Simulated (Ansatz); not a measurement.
# YMn4Cu3O12: the cost of one run

Program: Ansatz 0.2.0. Level of theory: DFT, PAW plane waves, r2scan+U. These are calculated values, not measurements.

1 further run of the same task is left out (for a known fault of the program). Runs told in other sessions of the task aren't counted.

### Step 1. Starting point

The structure is cubic, space group Im-3 (No. 204). Conventional cell: a = 7.254 Å, b = 7.254 Å, c = 7.254 Å, α = 90.00°, β = 90.00°, γ = 90.00°. Y (site symmetry m-3) has 12 O at 2.54 Å in its first shell of neighbours. Mn (site symmetry -3) is surrounded by 6 O at 1.92 Å. Cu (site symmetry mmm) has 4 O at 1.95 Å in its first shell of neighbours. O (site symmetry m) has 2 Mn at 1.92 Å and 1 Cu at 1.95 Å and 1 Y at 2.54 Å in its first shell of neighbours.

Coordinates:

```cif
data_structure
_symmetry_space_group_name_H-M 'P 1'
_symmetry_Int_Tables_number 1
_cell_length_a 6.2820
_cell_length_b 6.2820
_cell_length_c 6.2820
_cell_angle_alpha 109.471
_cell_angle_beta 109.471
_cell_angle_gamma 109.471
_cell_volume 190.84
loop_
_atom_site_label
_atom_site_type_symbol
_atom_site_fract_x
_atom_site_fract_y
_atom_site_fract_z
_atom_site_occupancy
Y1 Y 0.00000 0.00000 0.00000 1
Mn1 Mn 0.50000 0.50000 0.50000 1
Mn2 Mn 0.00000 0.00000 0.50000 1
Mn3 Mn 0.50000 0.00000 0.00000 1
Mn4 Mn 0.00000 0.50000 0.00000 1
Cu1 Cu 0.00000 0.50000 0.50000 1
Cu2 Cu 0.50000 0.00000 0.50000 1
Cu3 Cu 0.50000 0.50000 0.00000 1
O1 O 0.17990 0.30050 0.48040 1
O2 O 0.82010 0.69950 0.51960 1
O3 O 0.82010 0.30050 0.12060 1
O4 O 0.17990 0.69950 0.87940 1
O5 O 0.48040 0.17990 0.30050 1
O6 O 0.51960 0.82010 0.69950 1
O7 O 0.12060 0.82010 0.30050 1
O8 O 0.87940 0.17990 0.69950 1
O9 O 0.30050 0.48040 0.17990 1
O10 O 0.69950 0.51960 0.82010 1
O11 O 0.30050 0.12060 0.82010 1
O12 O 0.69950 0.87940 0.17990 1
```

### Step 2. A run

input.yaml reads:

```yaml
crystal:
  lattice:
    - [-3.6269, 3.6269, 3.6269]
    - [3.6269, -3.6269, 3.6269]
    - [3.6269, 3.6269, -3.6269]
  atoms:
    - { symbol: "Y", position: [0.0, 0.0, 0.0] }
    - { symbol: Mn, position: [0.5, 0.5, 0.5], spin: 4.5 }
    - { symbol: Mn, position: [0.0, 0.0, 0.5], spin: 4.5 }
    - { symbol: Mn, position: [0.5, 0.0, 0.0], spin: 4.5 }
    - { symbol: Mn, position: [0.0, 0.5, 0.0], spin: 4.5 }
    - { symbol: Cu, position: [0.0, 0.5, 0.5] }
    - { symbol: Cu, position: [0.5, 0.0, 0.5] }
    - { symbol: Cu, position: [0.5, 0.5, 0.0] }
    - { symbol: O, position: [0.1799, 0.3005, 0.4804] }
    - { symbol: O, position: [0.8201, 0.6995, 0.5196] }
    - { symbol: O, position: [0.8201, 0.3005, 0.1206] }
    - { symbol: O, position: [0.1799, 0.6995, 0.8794] }
    - { symbol: O, position: [0.4804, 0.1799, 0.3005] }
    - { symbol: O, position: [0.5196, 0.8201, 0.6995] }
    - { symbol: O, position: [0.1206, 0.8201, 0.3005] }
    - { symbol: O, position: [0.8794, 0.1799, 0.6995] }
    - { symbol: O, position: [0.3005, 0.4804, 0.1799] }
    - { symbol: O, position: [0.6995, 0.5196, 0.8201] }
    - { symbol: O, position: [0.3005, 0.1206, 0.8201] }
    - { symbol: O, position: [0.6995, 0.8794, 0.1799] }
  symmetry: { tolerance: 0.0003 }
hamiltonian:
  xc: r2scan
  pseudopotentials: { kind: paw, azcp: { folder: soft_1 } }
  hubbard: { sites: [{ species: Mn, l: d, u_eff: 2.7 }] }
basis:
  ecutwfc: 500
magnetization:
  spin_polarized: true
scf:
  occupations: { method: fermi_dirac, width: 0.05 }
kpoints:
  mp_grid: { grid: [5, 5, 5], shift: [0, 0, 0] }
output:
  forces: true
  stress: true
  eigenvalues: true
```

On the command line:

```bash
ansatz run input.yaml --threads 6 --pin off --max-ram 14336MiB --backend cpu --events-out ev --progress --plain --runs-dir out
```

**Question.** How long does this run take on 6 threads of AMD EPYC 9R45 (Zen 5), shared host, and how much memory does it need?

About 16 s, with a peak of 2.2 GiB.
